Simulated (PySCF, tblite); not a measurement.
**C6H6P2: geometry, infrared bands and NMR shifts**

Aim: predict the infrared bands and NMR shifts of C6H6P2 (`[H]/P=P\c1ccccc1`).

Computed with tblite 0.8.0 and PySCF 2.14.0, with density-fitted response routines of our own, on a single molecule in the gas phase. Atoms count from 0, in the outputs and in this text.

## Step 1: Starting geometry

14 atoms, charge 0, multiplicity 1; geometry from: force field or distance geometry start.

Bonds of the start (Å): P0–P1 2.01, P1–C2 1.82, C2–C3 1.40, C3–C4 1.37, C4–C5 1.40, C5–C6 1.38, C6–C7 1.40, C7–C2 1.40, P0–H8 1.45, C3–H9 1.09, C4–H10 1.09, C5–H11 1.08, C6–H12 1.10, C7–H13 1.08.

## Step 2: Geometry optimisation with GFN2-xTB

The job: settings as JSON, then the geometry in Å.

```
{"job": {"kind": "relax", "xc": "GFN2-xTB", "basis": "xTB"}, "charge": 0, "multiplicity": 1}
P      3.762500    -0.870800    -0.323900
P      2.000100    -1.737700     0.094300
C      0.482300    -0.729500     0.100800
C      0.397500     0.434000    -0.665200
C     -0.721700     1.231100    -0.697800
C     -1.822900     0.829700     0.060200
C     -1.788700    -0.312200     0.829500
C     -0.630400    -1.103300     0.861500
H      3.747200     0.550800    -0.623900
H      1.265200     0.731800    -1.253100
H     -0.743900     2.127000    -1.310300
H     -2.683500     1.479000     0.006200
H     -2.651400    -0.625300     1.441100
H     -0.613000    -2.005000     1.458500
```

Started as:

```sh
$ OMP_NUM_THREADS=1 python probes_run.py task.json out
```

This one command runs all jobs of the session in turn.

**Question.** This job is followed by: GFN2-xTB harmonic vibrations, gas phase; GIAO PBE0/pcSseg-1 NMR shielding, non-relativistic, gas phase. What will the session give for the following? strongest single infrared mode (GFN2-xTB); zero-point energy (GFN2-xTB); 13C shifts against TMS (PBE0/pcSseg-1, means over atoms taken as alike); 1H shifts against TMS (PBE0/pcSseg-1, means over atoms taken as alike); 31P shifts against H3PO4 (PBE0/pcSseg-1).

The runs gave:

| quantity | value |
| --- | --- |
| strongest single infrared mode (GFN2-xTB) | 2181 cm⁻¹, 184 km/mol |
| zero-point energy (GFN2-xTB) | 61.2 kcal/mol |
| 13C shifts against TMS (PBE0/pcSseg-1, means over atoms taken as alike) | 167.2, 135.2, 133.7, 133.7 ppm |
| 1H shifts against TMS (PBE0/pcSseg-1, means over atoms taken as alike) | 10.40, 7.74, 7.71, 7.66 ppm |
| 31P shifts against H3PO4 (PBE0/pcSseg-1) | 652.5, 549.4 ppm |

In words: The optimisation took 75 steps and gained 0.345 eV; among the close pairs (by a distance rule), P0–H8 changed most, from 1.453 to 1.404 Å. No mode is imaginary among the 36: a minimum at this level. The strongest single mode, at 2181 cm⁻¹, moves mainly H8. GFN2-xTB is a fitted tight-binding method: band positions and strengths are rough. Its intensities can rank the bands wrongly. At PBE0/pcSseg-1: The widest tensor belongs to P1: span 1618 ppm, with a paramagnetic part of -1300 ppm. NICS(1)zz of -28 ppm above the planar ring from C2 marks a diatropic (aromatic) ring current.
